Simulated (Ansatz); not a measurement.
# NbPd4 (R-3m) in Ansatz: band structure with PBEsol

Aim: the band structure of NbPd4 with PBEsol.

All numbers are computed with Ansatz 0.2.0; they aren't measurements. Logs are shortened: lines on timing, memory, paths and dates and some standing lists are left out, and cuts for length are marked.

**1. The crystal as given**

Symmetry: R-3m, No. 166, trigonal system. The conventional cell has a = 2.835 Å, b = 2.835 Å, c = 34.486 Å, α = 90.00°, β = 90.00°, γ = 120.00°. Pd (site symmetry 3m) has 3 Nb at 2.80 Å and 9 Pd at 2.84 Å as nearest neighbours. Pd (site symmetry 3m) has 12 Pd at 2.82 to 2.84 Å as nearest neighbours. Around Nb (site symmetry -3m) lie 6 Pd at 2.80 Å and 6 Nb at 2.84 Å.

The cell comes from a database or a generator and needn't be the stable form of this composition.

**2. Band structure, PBEsol, spin-orbit coupling, no magnetisation**

The input, input.yaml:

```yaml
crystal:
  lattice:
    - [1.4176001398, 0.8184518223, 11.4952655238]
    - [-1.4176001398, 0.8184518223, 11.4952655238]
    - [0.0, -1.6369036446, 11.4952655238]
  atoms:
    - { symbol: Pd, position: [0.600621, 0.600621, 0.600621] }
    - { symbol: Pd, position: [0.199916, 0.199916, 0.199916] }
    - { symbol: Pd, position: [0.800084, 0.800084, 0.800084] }
    - { symbol: Pd, position: [0.399379, 0.399379, 0.399379] }
    - { symbol: Nb, position: [0.0, 0.0, 0.0] }
hamiltonian:
  xc: pbesol
  pseudopotentials: { kind: paw_fr }
magnetization:
  noncollinear: true
  spin_orbit: true
kpoints:
  mp_grid: { grid: [11, 11, 11] }
  band_path:
    path:
      - [[0.0, 0.0, 0.0], [0.5, 0.0, 0.0], [0.5, 0.1700462018, -0.1700462018]]
      - [[0.8299537982, 0.5, 0.1700462018], [0.5, 0.5, 0.5], [0.0, 0.0, 0.0], [0.3350231009, 0.0, -0.3350231009]]
      - [[0.6649768991, 0.3350231009, 0.0], [0.5, 0.5, 0.0], [0.6649768991, 0.6649768991, 0.1700462018], [0.5, 0.5, 0.5]]
      - [[0.5, 0.0, 0.0], [0.8299537982, 0.3350231009, 0.3350231009]]
    npoints: 14
scf:
  occupations: { method: fermi_dirac, width: 0.05 }
  n_extra_bands: 12
output:
  forces: true
  stress: true
  eigenvalues: true
  fatbands: true
```

Potentials or basis: Ansatz PAW.

Command:

```bash
$ ansatz run input.yaml --threads 2 --pin off --max-ram 5632MiB --backend cpu --events-out ev --progress --plain --runs-dir out
```

Log:

```text
Warning: RAYON_NUM_THREADS=2 ignored (pool sized by the plan → 2); use --threads N
basis.fft_grid_basis auto: the FFT boxes are laid along the combinations [[1, 0, -1], [0, 1, -1], [0, 0, 1]] of the cell's own vectors, 2.835, 2.835 and 11.611 Å long. The dense box has 20×20×80 points. Along the cell's own vectors, as sized, it would have 80×80×80, 16.00 times as many. Of the 12 symmetry operations that the crystal satisfies within crystal.symmetry.tolerance (time reversal apart; of a slab, those that keep its plane) the dense box along the cell's own vectors carries 12, and the one as laid loses 8 of those. basis.fft_grid_basis: typed keeps the cell's own vectors: state it where this run's energies or levels are differenced outside the engine with another run's, or held beside a run that keeps those vectors.
scf.n_extra_bands = 12 over 85 filled bands (N_el = 85.0): the run solves 97 bands
Engine: ansatz 0.2.0, aarch64-unknown-linux-gnu
Pseudopotentials: kind: paw_fr
Pseudopotential: Pd, paw_fr, valence charge 18, recommended cutoff 420 eV (normal), Pd.paw.azcp#standard-fr
Pseudopotential: Nb, paw_fr, valence charge 13, recommended cutoff 420 eV (normal), Nb.paw.azcp#standard-fr
Functional definition: PBEsol
  exchange = pbesol_x
  correlation = pbesol_c
non-collinear run that drives no moment, with spin-orbit: no starting moment large enough to seed its density (crystal.atoms[].spin), no starting occupations that ask for one, no magnetisation constraint and no magnetic field, so the semilocal B_xc is pinned to zero
Crystal: 5 atoms, lattice volume = 80.023 Å³
Basis set: ecut = 420 eV, 1587 PW (Γ), FFT grids on a1−a3, a2−a3, a3, exchange–correlation on 40×40×160 points (8 copies of the dense FFT grid, shifted against one another)
Bands: 97, of which v1, the nominal top of the filled ones, is band 85 counted from 1 (84 counted from 0)
Symmetry: 12 space group operations + 12 with time reversal
Magnetic group: BNS 166.98 (UNI 1328), of the structure as read, at distance tolerance 4.3e-5 Å
k-points: 146 of 1331
Projection manifold: j_resolved (fully-relativistic pseudo-atomic orbitals)
Non-local potential: Pd, projectors of the file, l = 0: 2, l = 1: 4, l = 2: 4, l = 3: 2
Non-local potential: Nb, projectors of the file, l = 0: 3, l = 1: 4, l = 2: 4, l = 3: 2
PAW form: soft (Blöchl's): semilocal exchange-correlation on the pseudo side does not see the compensation charge
PAW frozen core: Pd, regenerated for the run's functional, and the local potential with it (the file was generated under x = pbe(κ = 0.804, μ = 0.2195149727645171), c = pbe(β = 0.06672455060314922))
PAW frozen core: Nb, regenerated for the run's functional, and the local potential with it (the file was generated under x = pbe(κ = 0.804, μ = 0.2195149727645171), c = pbe(β = 0.06672455060314922))
PAW one-centre angular grid: Pd, 590 points (default); XC on 64 Gauss nodes
PAW one-centre angular grid: Nb, 590 points (default); XC on 64 Gauss nodes
Initial density: superposition of atomic densities (chi_scale 0.1, normalization cell, long waves of neutral atoms (reshape's long-wave potential 2.27 eV rms, cloud 3.03 Å wide))
Initial wavefunctions: pseudopotential atomic-orbital guess
Functional: x = pbesol(κ = 0.804, μ = 0.12345679012345678), c = pbesol(β = 0.046)
SCF iter   1: F=—  HF=-32168.768328 eV  |F-HF|=—  |Δ(HF+E_count)|=         —  Δρ=4.22e-1  dr2=1.09e3  dr2_m=0.00e0 (ungated)  ethr=3.10e-3  |M|=0.00e0 ∫|m|=0.00e0 μB  |m|>n=0.0e0 m-floor=0.0e0 τ_xc=0.0e0  β_m=0.30  ⟨swp⟩=8.1  Hψ=71733  notcnv=0  defer=11
preconditioner: auto → Kerker (q_TF=auto, 2.756 Å⁻¹)  [metal: Δε(μ)=0.002 eV  Ē_g=4.925 eV  σ=0.050 eV  W_gap=0.01  n_scr=34 (ndim 8)  ℏωp=27.8 eV  f_vac=0.000  D(μ)=6.90/eV (n_scr^D=80)]
spin=Noncollinear: Kerker preconditioning applied to the charge; magnetization (m_x, m_y, m_z) channels mix plain (no charge-response kernel on spin).
[... 13 lines left out ...]
NSCF: frozen V_eff on 130 k-points
SCF converged after 13 iterations
Magnetization: |M| = 0.0000 μB,  M = (+0.0000, +0.0000, +0.0000) μB
Absolute magnetization: 0.0000 μB (∫|m|)
  site 0: m = (+0.0000, +0.0000, +0.0000) μB, |m| = 0.0000 μB  (R = 1.16 Å)
  site 1: m = (+0.0000, +0.0000, +0.0000) μB, |m| = 0.0000 μB  (R = 1.16 Å)
  site 2: m = (+0.0000, +0.0000, +0.0000) μB, |m| = 0.0000 μB  (R = 1.16 Å)
  site 3: m = (+0.0000, +0.0000, +0.0000) μB, |m| = 0.0000 μB  (R = 1.16 Å)
  site 4: m = (+0.0000, +0.0000, +0.0000) μB, |m| = 0.0000 μB  (R = 1.16 Å)
Free energy (F): -32131.737463 eV
Harris-Foulkes:  -32131.737463 eV  (|F-HF|=1.56e-8)
Internal energy: -32131.682041 eV  (E = F + TS)
E sigma→0 (E₀):  -32131.709752 eV
Entropy (-TS):   -0.055422 eV (-11.084 meV/atom)
Fermi energy:    18.409454 eV
--- Per-component energies (eV) ---
  E_band       = -714.832863
  E_kinetic    = 2444.096721
  E_local      = -8524.715480  (includes V_loc(G=0)·N_el)
  E_nonlocal   = 992.741093
  E_hartree    = 3426.390847
  E_xc         = -843.419351
  E_vxc        = -1054.793489  (∫ρ·V_xc dr)
  E_paw        = -17762.747118  (= ΣΔE_a)
  E_vpaw       = -1424.947333  (= ΣTr[D̂ρ^β])
  E_aug_tail   = 0.000804  (compensation charges beyond the density's cutoff)
  E_ewald      = -11865.436784
  E_core_change = 1.407227  (= ΣΔE_core)
  E_smearing   = -0.055422  (= −TS)
  E_closure    = 0.000000  (closes the sum)
  Σ components = -32131.737463   (vs F -32131.737463, Δ=0.00e0)
--- Forces (eV/Å), atoms counted from 1 ---
  atom   1  Pd     0.00000000    -0.00000000     0.07891867
  atom   2  Pd     0.00000000     0.00000000    -0.01600297
  atom   3  Pd     0.00000000     0.00000000     0.01600297
  atom   4  Pd     0.00000000     0.00000000    -0.07891867
  atom   5  Nb     0.00000000     0.00000000     0.00000000
  max |Σ_I F_I| component: 1.81e-19 eV/Å
--- Stress (GPa, compression-positive) ---
      -10.141242       0.000000       0.000000
        0.000000     -10.141242       0.000000
        0.000000       0.000000      -9.896199
  P = ⅓ Tr σ = -10.0596 GPa (-100.596 kbar)
--- Band table (eV; the first three rows and the last of 146) ---
  k-point 0: bands = ["-65.9474", "-65.9474", "-65.9474", "-65.9474", "-65.2972", "-65.2972", "-65.2774", "-65.2774", "-36.4209", "-36.4209", "-34.7441", "-34.7441", "-34.7405", "-34.7405", "-34.1109", "-34.1109", "-34.0543", "-34.0543", "-30.3364", "-30.3364", "-30.3332", "-30.3332", "-30.1014", "-30.1014", "-30.1014", "-30.1014", "-29.6516", "-29.6516", "-29.5535", "-29.5535", "-29.5274", "-29.5274", "-29.5269", "-29.5269", "-13.5779", "-13.5779", "-11.5550", "-11.5550", "-11.0167", "-11.0167", "11.5209", "11.5209", "12.6546", "12.6546", "12.9224", "12.9224", "13.4099", "13.4099", "13.5877", "13.5877", "15.2375", "15.2375", "15.3511", "15.3511", "15.4145", "15.4145", "15.6606", "15.6606", "15.7954", "15.7954", "15.8117", "15.8117", "15.8396", "15.8396", "15.8409", "15.8409", "16.0607", "16.0607", "16.1591", "16.1591", "16.4939", "16.4939", "16.7355", "16.7355", "16.7628", "16.7628", "16.7923", "16.7923", "16.9028", "16.9028", "17.3939", "17.3939", "17.5297", "17.5297", "17.9538", "17.9538", "18.1946", "18.1946", "18.2352", "18.2352", "18.5282", "18.5282", "18.9520", "18.9520", "19.0617", "19.0617", "21.8821"]
  k-point 1: bands = ["-65.9455", "-65.9455", "-65.9455", "-65.9455", "-65.2949", "-65.2949", "-65.2758", "-65.2758", "-36.4025", "-36.4025", "-34.7491", "-34.7491", "-34.7457", "-34.7457", "-34.1153", "-34.1153", "-34.0610", "-34.0610", "-30.3391", "-30.3391", "-30.3361", "-30.3361", "-30.1140", "-30.1140", "-30.1139", "-30.1139", "-29.6530", "-29.6530", "-29.5671", "-29.5671", "-29.5415", "-29.5415", "-29.5282", "-29.5282", "-13.6000", "-13.6000", "-11.5875", "-11.5875", "-11.0926", "-11.0926", "11.7824", "11.7824", "12.8672", "12.8672", "13.1560", "13.1560", "13.6220", "13.6220", "13.7635", "13.7635", "15.1213", "15.1213", "15.3345", "15.3345", "15.3579", "15.3579", "15.6136", "15.6136", "15.7431", "15.7431", "15.8092", "15.8092", "15.8374", "15.8374", "15.9427", "15.9427", "16.0452", "16.0452", "16.2199", "16.2199", "16.4657", "16.4657", "16.5782", "16.5782", "16.6837", "16.6837", "16.7667", "16.7667", "16.8558", "16.8558", "17.2630", "17.2630", "17.4905", "17.4905", "17.5892", "17.5892", "18.0960", "18.0960", "18.2062", "18.2062", "18.8852", "18.8852", "19.2668", "19.2668", "19.6569", "19.6569", "21.8576"]
  k-point 2: bands = ["-65.9404", "-65.9404", "-65.9404", "-65.9404", "-65.2887", "-65.2887", "-65.2717", "-65.2717", "-36.3530", "-36.3530", "-34.7625", "-34.7625", "-34.7598", "-34.7598", "-34.1272", "-34.1272", "-34.0792", "-34.0792", "-30.3472", "-30.3472", "-30.3447", "-30.3447", "-30.1465", "-30.1465", "-30.1463", "-30.1463", "-29.6599", "-29.6599", "-29.6003", "-29.6003", "-29.5767", "-29.5767", "-29.5341", "-29.5341", "-13.6713", "-13.6713", "-11.6906", "-11.6906", "-11.2593", "-11.2593", "12.4972", "12.4972", "13.3825", "13.3825", "13.6627", "13.6627", "14.0062", "14.0062", "14.2254", "14.2254", "14.8489", "14.8489", "15.1077", "15.1077", "15.2312", "15.2312", "15.3368", "15.3368", "15.5444", "15.5444", "15.8724", "15.8724", "16.0085", "16.0085", "16.0852", "16.0852", "16.1708", "16.1708", "16.2619", "16.2619", "16.3194", "16.3194", "16.4123", "16.4123", "16.6382", "16.6382", "16.7265", "16.7265", "16.9203", "16.9203", "17.0868", "17.0868", "17.5105", "17.5105", "17.8011", "17.8011", "18.1155", "18.1155", "18.2080", "18.2080", "18.9174", "18.9174", "20.0255", "20.0255", "21.0960", "21.0960", "21.6959"]
  k-point 145: bands = ["-65.9455", "-65.9455", "-65.9455", "-65.9455", "-65.2949", "-65.2949", "-65.2758", "-65.2758", "-36.4025", "-36.4025", "-34.7492", "-34.7492", "-34.7457", "-34.7457", "-34.1153", "-34.1153", "-34.0610", "-34.0610", "-30.3396", "-30.3396", "-30.3356", "-30.3356", "-30.1140", "-30.1140", "-30.1139", "-30.1139", "-29.6530", "-29.6530", "-29.5671", "-29.5671", "-29.5415", "-29.5415", "-29.5282", "-29.5282", "-13.6000", "-13.6000", "-11.5875", "-11.5875", "-11.0926", "-11.0926", "12.0427", "12.0427", "12.2189", "12.2189", "13.5063", "13.5063", "13.5839", "13.5839", "13.9282", "13.9282", "15.2871", "15.2871", "15.3815", "15.3815", "15.5086", "15.5086", "15.6069", "15.6069", "15.7159", "15.7159", "15.7799", "15.7799", "15.8140", "15.8140", "15.8756", "15.8756", "15.9882", "15.9882", "16.1204", "16.1204", "16.2103", "16.2103", "16.5240", "16.5240", "16.6091", "16.6091", "16.7214", "16.7214", "16.9560", "16.9560", "17.2573", "17.2573", "17.4672", "17.4672", "17.7317", "17.7317", "18.1073", "18.1073", "18.2156", "18.2156", "18.7113", "18.7113", "19.2710", "19.2710", "19.8952", "19.8952", "21.8613"]
```

Wall time 7.5 min (2 threads of Arm Neoverse V1, shared host); peak memory 1.8 GiB.

Results:

- Free energy: -32131.7375 eV
- Pressure: -10.1 GPa
- Largest force: 0.079 eV/Å
- Band gap on the k mesh: none (metal or under the smearing width)

Forces on the atoms (eV/Å):
```
Pd   0.000  0.000  0.079
Pd   0.000  0.000 -0.016
Pd   0.000  0.000  0.016
Pd   0.000  0.000 -0.079
Nb   0.000  0.000  0.000
```

Levels at the corners of the path, in eV from the Fermi level:
| point | band 80 | band 81 | band 82 | band 83 | band 84 | band 85 |
| --- | --- | --- | --- | --- | --- | --- |
| Γ | -1.51 | -1.02 | -1.02 | -0.88 | -0.88 | -0.46 |
| L | 0.04 | 0.19 | 0.19 | 0.24 | 0.24 | 0.95 |
| B1 | -0.32 | 0.28 | 0.28 | 0.40 | 0.40 | 0.53 |
| B | -0.32 | 0.28 | 0.28 | 0.40 | 0.40 | 0.53 |
| Z | -1.41 | -1.16 | -1.16 | -0.99 | -0.99 | -0.84 |
| Γ | -1.51 | -1.02 | -1.02 | -0.88 | -0.88 | -0.46 |
| X | -0.33 | 0.30 | 0.30 | 0.38 | 0.38 | 0.54 |
| Q | -0.33 | 0.30 | 0.30 | 0.38 | 0.38 | 0.54 |
| F | -0.40 | 0.06 | 0.06 | 0.17 | 0.17 | 1.06 |
| P1 | -0.27 | 0.06 | 0.06 | 0.17 | 0.17 | 1.00 |
| Z | -1.41 | -1.16 | -1.16 | -0.99 | -0.99 | -0.84 |
| L | 0.04 | 0.19 | 0.19 | 0.24 | 0.24 | 0.95 |
| P | -0.27 | 0.06 | 0.06 | 0.17 | 0.17 | 1.00 |

Caveat: the PAW data sets come from PBE, with cores solved anew for the run's functional, which leaves a small shift of forces and pressure.
